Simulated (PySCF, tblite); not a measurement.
**C₃H₁₀BNO: geometry, infrared bands and NMR shifts**

Aim: predict the infrared bands and NMR shifts of C₃H₁₀BNO (`C=C[B@H-](O)[NH2+]C`).

Computed with tblite 0.8.0 and PySCF 2.14.0, with density-fitted response routines of our own, on a single molecule in the gas phase. Atoms are numbered from 0 throughout.

### 1 Starting geometry

16 atoms, charge 0, multiplicity 1; geometry from: force field or distance geometry start.

Bonds of the start (Å): C0–C1 1.34, C1–B2 1.55, B2–O3 1.47, B2–N4 1.53, N4–C5 1.47, C0–H6 1.08, C0–H7 1.10, C1–H8 1.09, B2–H9 1.21, O3–H10 0.98, N4–H11 1.03, N4–H12 1.04, C5–H13 1.11, C5–H14 1.09, C5–H15 1.10.

### 2 Geometry optimisation with GFN2-xTB

Job settings and geometry (Å):

```
{"job": {"kind": "relax", "xc": "GFN2-xTB", "basis": "xTB"}, "charge": 0, "multiplicity": 1}
C      2.252500    -0.614000     0.251100
C      1.335500    -0.008900    -0.521300
B      0.102200     0.733000     0.062300
O      0.560100     1.866300     0.886300
N     -0.818700    -0.157300     0.900000
C     -1.918200    -0.718200     0.102500
H      3.076100    -1.103100    -0.237700
H      2.195100    -0.622600     1.348300
H      1.455400    -0.034400    -1.606600
H     -0.552300     1.131700    -0.871500
H      0.522000     2.676400     0.336300
H     -1.254200     0.379500     1.666100
H     -0.277000    -0.972400     1.246000
H     -2.839400    -0.142500     0.336800
H     -1.754100    -0.622000    -0.975500
H     -2.092500    -1.782500     0.332900
```

On the command line:

```bash
$ OMP_NUM_THREADS=1 python probes_run.py task.json out
```

This one command runs all jobs of the session in turn.

**Question.** This job is followed by: GFN2-xTB harmonic vibrations, gas phase; GIAO PBE0/pcSseg-1 NMR shielding, non-relativistic, gas phase. What will the session give for the following? strongest single infrared mode (GFN2-xTB); zero-point energy (GFN2-xTB); 13C shifts against TMS (PBE0/pcSseg-1); 1H shifts against TMS (PBE0/pcSseg-1, means over atoms taken as alike); 11B shifts against BF3·OEt2 (PBE0/pcSseg-1); 17O shifts against H2O (PBE0/pcSseg-1); 15N shifts against NH3 (PBE0/pcSseg-1).

**Answer**, as computed:

| quantity | value |
| --- | --- |
| strongest single infrared mode (GFN2-xTB) | 1159 cm⁻¹, 301 km/mol |
| zero-point energy (GFN2-xTB) | 83.9 kcal/mol |
| 13C shifts against TMS (PBE0/pcSseg-1) | 165.3, 123.0, 27.5 ppm |
| 1H shifts against TMS (PBE0/pcSseg-1, means over atoms taken as alike) | 7.33, 5.78, 5.48, 3.17, 2.44, 2.37, 1.79, 0.72 ppm |
| 11B shifts against BF3·OEt2 (PBE0/pcSseg-1) | -1.3 ppm |
| 17O shifts against H2O (PBE0/pcSseg-1) | 62.1 ppm |
| 15N shifts against NH3 (PBE0/pcSseg-1) | 72.8 ppm |

What this shows: Over 149 steps the energy fell by 0.769 eV; of the close pairs, B2–N4 changed most, 1.531 to 1.772 Å. No mode is imaginary among the 42: a minimum at this level. The strongest single mode, at 1159 cm⁻¹, is carried by H9, B2, H10. GFN2-xTB is a fitted tight-binding method: band positions and strengths are rough. Its intensities can rank the bands wrongly. H8 (hydrogen on an alkene CH) lies farthest downfield among hydrogen, at 7.33 ppm; attached to an sp2 carbon and in the plane of the double bond. At PBE0/pcSseg-1: Shielding is most anisotropic at C1 (span 300 ppm, paramagnetic term -239 ppm).
